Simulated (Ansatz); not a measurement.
**GeC+ (quartet): wave-function methods side by side, cc-pVTZ**

One table from this session's results is given with a row withheld; the runs are named, their logs left out.

Program: Ansatz 0.2.0, Gaussian basis. Level of theory: cc-pVTZ, core rule «outside noble gas», up to 15 orbitals frozen. These are calculated values, not measurements.

To be run: UHF; CCSD(T) on ROHF; CCSD(T) on UHF; BCCD(T) on ROHF; CISD; CCSDT(Q) on ROHF; CCSDT(Q) on UHF; CASSCF and MRCISD+Q, 7 electrons in 8 orbitals; CASSCF and NEVPT2, 7 electrons in 8 orbitals.

12 further runs of the same task are left out: 4 that didn't finish, 8 set aside as unsound or not needed.

### What is computed

The geometry is a PBE0/def2-TZVP stationary point (not a proven minimum). No spin-orbit coupling is included. The filled d shell of Ge may be among the frozen orbitals whatever the setting's name suggests; the logs give the count.

2 atoms, charge 1, spin multiplicity 4.

Atoms are counted from 1 here; the program's logs count them from 0.

Bond lengths: Ge1–C2 1.910 Å.

The first run:

File in.yaml:

```yaml
crystal:
  periodic: [false, false, false]
  atoms:
    - {symbol: Ge, position_ang: [0.000000, 0.000000, 0.000000]}
    - {symbol: C, position_ang: [0.000000, 0.000000, 1.910400]}
basis:
  gaussian: {orbitals: cc-pVTZ}
total_charge: 1
magnetization: {spin_polarized: true, initial_magnetization: 3}
hamiltonian: {xc: hf}
output: {orbitals: {seedname: orbitals}}
```

Launch:

```sh
$ ansatz run in.yaml --threads 1 --pin off --events-out ev --progress --plain --max-ram 2393MiB
```

Among the steps run: UHF; CCSD(T) on ROHF; CCSD(T) on UHF; BCCD(T) on ROHF; CISD; CCSDT(Q) on ROHF; CCSDT(Q) on UHF; CASSCF and MRCISD+Q, 7 electrons in 8 orbitals; CASSCF and NEVPT2, 7 electrons in 8 orbitals.

One table of the session follows, with a row left open; its other results are not shown here.

It belongs to the step «Misses and costs». 

```
          method  from UCCSDT(Q) (meV)
            ROHF               +4792.5
             UHF               +4748.5
            RMP2               +1116.8
            UMP2               +1114.4
            CISD                +453.1
           RCCSD                +297.1
           UCCSD                +291.7
        RCCSD(T)                     ?
        UCCSD(T)                 +67.5
         BCCD(T)                 +67.7
          RCCSDT                 +20.3
          UCCSDT                 +16.3
       RCCSDT(Q)                  +5.8
       UCCSDT(Q)                     0
  CASSCF valence               +3041.2
  NEVPT2 valence                +598.4
  MRCISD valence                +178.1
MRCISD+Q valence                 +28.7
```

Estimate the missing values for RCCSD(T).

**Answer.** from UCCSDT(Q) (meV): +71.8. In the column «from UCCSDT(Q) (meV)» it lies between BCCD(T) (+67.7) and MRCISD valence (+178.1).

To keep in mind: Restricted and unrestricted rows rest on different reference determinants; where their highest levels disagree by more than a few hundredths of an eV, they describe different states and don't form one ladder.
